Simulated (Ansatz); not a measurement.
# Mg12HC: the cost of one run

Method: DFT PBE, plane waves, PAW, scalar-relativistic, no spin polarisation, in Ansatz 0.2.0.

## 1. The system as given

The cell holds 14 atoms (CHMg12): a = 6.420 Å, b = 6.420 Å, c = 17.213 Å, α = 90.00°, β = 90.00°, γ = 60.00°.

As a file:

```xyz
14
Lattice="6.4200 0.0000 0.0000 3.2100 5.5599 0.0000 0.0000 0.0000 17.2130" Properties=species:S:1:pos:R:3 pbc="T T T"
Mg    0.0000    0.0000    1.0000
Mg    3.2100    0.0000    1.0000
Mg    1.6050    2.7799    1.0000
Mg    4.8150    2.7799    1.0000
Mg    0.0000    1.8533    3.6065
Mg    3.2100    1.8533    3.6065
Mg    1.6050    4.6332    3.6065
Mg    4.8150    4.6332    3.6065
Mg    0.0000    0.0000    6.2130
Mg    3.2100    0.0000    6.2130
Mg    1.6050    2.7799    6.2130
Mg    4.8150    2.7799    6.2130
C     2.3466    1.4333    7.8230
H     2.3472    1.3833    8.9230
```

## 2. Relaxing end A

Contents of input.yaml:

```yaml
crystal:
  lattice:
    - [6.42, 0.0, 0.0]
    - [3.21, 5.559883, 0.0]
    - [0.0, 0.0, 17.21304]
  atoms:
    - { symbol: Mg, position: [0.0, 0.0, 0.0580955] }
    - { symbol: Mg, position: [0.5, 0.0, 0.0580955] }
    - { symbol: Mg, position: [0.0, 0.5, 0.0580955] }
    - { symbol: Mg, position: [0.5, 0.5, 0.0580955] }
    - { symbol: Mg, position: [-0.1666667, 0.3333333, 0.2095225] }
    - { symbol: Mg, position: [0.3333333, 0.3333333, 0.2095225] }
    - { symbol: Mg, position: [-0.1666667, 0.8333333, 0.2095225] }
    - { symbol: Mg, position: [0.3333333, 0.8333333, 0.2095225] }
    - { symbol: Mg, position: [0.0, 0.0, 0.3609496] }
    - { symbol: Mg, position: [0.5, 0.0, 0.3609496] }
    - { symbol: Mg, position: [0.0, 0.5, 0.3609496] }
    - { symbol: Mg, position: [0.5, 0.5, 0.3609496] }
    - { symbol: C, position: [0.2366167, 0.2577884, 0.4544833] }
    - { symbol: H, position: [0.2412158, 0.2487962, 0.5183884] }
basis:
  ecutwfc: 420.0
kpoints:
  mp_grid: { grid: [3, 3, 1] }
hamiltonian:
  xc: pbe
scf:
  occupations: { method: gaussian, width: 0.1 }
  lower_state_search: "off"
relax:
  f_tol: 0.03
  max_steps: 60
  adjacent_minimum: "off"
  constraints: [{ sites: [0, 1, 2, 3] }]
output:
  write_density: true
  write_potential: true
  elf: true
  volumetric_format: npy
```

Started as:

```sh
ansatz run input.yaml --threads 4 --pin off --max-ram 10240MiB --backend cpu --events-out ev --progress --plain --runs-dir out
```

Q: Estimate wall time and peak memory on 4 threads of AMD EPYC 9R45 (Zen 5), shared host.

About 21 s, with a peak of 1.4 GiB.
